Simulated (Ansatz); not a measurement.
# EuMn (CsCl type): a single-point run

Aim: a sound single-point run of EuMn (CsCl type). The structure is shown as the input types it.

Program: Ansatz 0.2.0. Level of theory: DFT PBE+U, scalar-relativistic, plane waves, PAW. These are calculated values, not measurements.

1 further run of the same task is left out (it didn't finish). Runs told in other sessions of the task aren't counted.

## (1) The system as given

The structure is cubic, space group Pm-3m (No. 221). The conventional cell has a = 3.760 Å, b = 3.760 Å, c = 3.760 Å, α = 90.00°, β = 90.00°, γ = 90.00°. Eu (site symmetry m-3m) is surrounded by 8 Mn at 3.26 Å. Mn (site symmetry m-3m) is surrounded by 8 Eu at 3.26 Å.

Structure file:

```xyz
2
Lattice="3.7596 0.0000 0.0000 0.0000 3.7596 0.0000 0.0000 0.0000 3.7596" Properties=species:S:1:pos:R:3 pbc="T T T"
Eu    0.0000    0.0000    0.0000
Mn    1.8798    1.8798    1.8798
```

## (2) The calculation

Input file input.yaml:

```yaml
crystal:
  lattice:
    - [3.7595588182, 0.0, 0.0]
    - [0.0, 3.7595588182, 0.0]
    - [0.0, 0.0, 3.7595588182]
  atoms:
    - { symbol: Eu, position: [0.0, 0.0, 0.0], spin: 7.0 }
    - { symbol: Mn, position: [0.5, 0.5, 0.5], spin: -3.5 }
basis:
  ecutwfc: 420
  ecutrho_ratio: 4
kpoints:
  mp_grid: { grid: [8, 8, 8] }
hamiltonian:
  xc: pbe
  hubbard: { sites: [{ species: Eu, l: f, u_eff: 6.0 }] }
scf:
  occupations: { method: fixed }
  max_iter: 80
output:
  forces: true
  stress: true
magnetization:
  spin_polarized: true
```

Run with:

```bash
$ ansatz run input.yaml --threads 2 --pin off --max-ram 2662MiB --backend cpu --events-out ev --progress --plain --runs-dir out
```

Q: Will this input give a usable result? If not, why, and what should change?

The program refused the input before any cycle. The line that matters: «inconsistent input (scf.occupations.method, magnetization): a σ = 0 step fill (method: fixed, or a smearing width below the step floor) with no hard lock on the total moment puts the same N_el/2 bands in each spin channel ...»

The suspect setting: scf.occupations.method is fixed. Integer fillings are wrong where bands cross the Fermi level, and an odd count or a moment must be fixed by hand.

Fix: set scf.occupations.method to gaussian.
